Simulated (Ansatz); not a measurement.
# Tl: the cost of one run

Program: Ansatz 0.2.0. Level of theory: DFT PBEsol, scalar-relativistic, plane waves, PAW. These are calculated values, not measurements.

3 further runs of the same task are left out: 2 that didn't finish, 1 set aside as unsound or not needed.

## 1. Starting point

The structure is hexagonal, space group P6_3/mmc (No. 194). The conventional cell has a = 3.526 Å, b = 3.526 Å, c = 5.333 Å, α = 90.00°, β = 90.00°, γ = 120.00°. Tl (site symmetry -6m2) is surrounded by 12 Tl at 3.35 to 3.53 Å.

Coordinates:

```
Tl
1.0
     3.52612    0.00000    0.00000
    -1.76306    3.05371    0.00000
     0.00000    0.00000    5.33295
Tl
2
Direct
  0.33333 0.66667 0.25000
  0.66667 0.33333 0.75000
```

This cell was relaxed beforehand with the same method: volume 28.71 Å³/atom, gap on the mesh none (metal).

## 2. Bulk reference on the slab's mesh

Contents of input.yaml:

```yaml
crystal:
  lattice:
    - [3.5261229713, 0.0, 0.0]
    - [0.0, 5.3329455254, 0.0]
    - [1.7630614857, 0.0, 3.05371207]
  atoms:
    - { symbol: Tl, position: [0.3333333333, 0.75, 0.3333333333] }
    - { symbol: Tl, position: [0.6666666667, 0.25, 0.6666666667] }
basis:
  ecutwfc: 420
kpoints:
  mp_grid: { grid: [10, 7, 11] }
hamiltonian:
  xc: pbesol
scf:
  occupations: { method: gaussian, width: 0.1 }
output:
  forces: true
  stress: true
  eigenvalues: true
```

Run with:

```sh
ansatz run input.yaml --threads 1 --pin off --max-ram 3072MiB --backend cpu --events-out ev --progress --plain --runs-dir out
```

**Question.** How long does this run take on 1 thread of AMD EPYC 9R45 (Zen 5), shared host, and how much memory does it need?

About 3.1 s, with a peak of 0.49 GiB.
